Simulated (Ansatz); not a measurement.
# BrH2NZn: how energies converge with the basis set

One table from this session's results is given with a row withheld; the runs are named, their logs left out.

The runs use Ansatz 0.2.0, Gaussian basis; one geometry, several basis sets.

Levels to be run: PBE0-D4/def2-SVP; ωB97M-V/def2-SVP; PBE0-D4/def2-QZVPP; ωB97M-V/def2-QZVPP; the functionals' def2-TZVPP values are taken from earlier runs.

## Structure used throughout

The geometry comes from an earlier relaxation with PBE0-D4 in a triple-zeta def2 set; it is a stationary point.

5 atoms, charge 0, spin multiplicity 1.

Atoms are counted from 1 here; the program's logs count them from 0.

Bond lengths: N1–Zn2 1.816 Å, N1–H4 1.011 Å, N1–H5 1.011 Å, Zn2–Br3 2.231 Å. Angles: Zn2–N1–H4 115.8°, Zn2–N1–H5 115.8°, H4–N1–H5 107.8°, N1–Zn2–Br3 175.4°.

Geometry (Å):

```mol
BrH2NZn
  3D, bonds by distance, orders not assigned

  5  4  0  0  0  0  0  0  0  0999 V2000
   -0.4627    0.7567   -0.4402 N   0  0
    0.5845   -0.5467    0.2677 Zn  0  0
    2.0138   -2.0596    1.0707 Br  0  0
   -1.1040    0.4617   -1.1642 H   0  0
   -0.9818    1.3142    0.2246 H   0  0
  1  2  8  0
  2  3  8  0
  1  4  8  0
  1  5  8  0
M  END
```

Set-up of the first run:

File in.yaml:

```yaml
crystal:
  periodic: [false, false, false]
  atoms:
    - {symbol: N, position_ang: [-0.462701, 0.756655, -0.440240]}
    - {symbol: Zn, position_ang: [0.584542, -0.546699, 0.267710]}
    - {symbol: Br, position_ang: [2.013768, -2.059624, 1.070742]}
    - {symbol: H, position_ang: [-1.103961, 0.461703, -1.164187]}
    - {symbol: H, position_ang: [-0.981848, 1.314164, 0.224575]}
basis:
  gaussian: {orbitals: def2-SVP}
hamiltonian: {xc: pbe0, dispersion: d4}
output: {orbitals: {seedname: orbitals}}
```

Steps of the session up to this table: PBE0-D4 in def2-SVP; ωB97M-V in def2-SVP; PBE0-D4 in def2-QZVPP; ωB97M-V in def2-QZVPP.

One of the session's tables, all rows but one given; the rest of the session is left out.

It belongs to the step «Density functionals: the series». 

| functional | basis | HOMO (eV) |
| --- | --- | --- |
| PBE0-D4 | def2-SVP | -6.88 |
| PBE0-D4 | def2-TZVPP | -7.35 |
| PBE0-D4 | def2-QZVPP | -7.40 |
| ωB97M-V | def2-SVP | -9.23 |
| ωB97M-V | def2-TZVPP | ? |
| ωB97M-V | def2-QZVPP | -9.76 |

Q: Estimate the row for ωB97M-V, def2-TZVPP from the others.

**Answer.** HOMO (eV): -9.71. In the column «HOMO (eV)» it lies between ωB97M-V, def2-QZVPP (-9.76) and ωB97M-V, def2-SVP (-9.23).
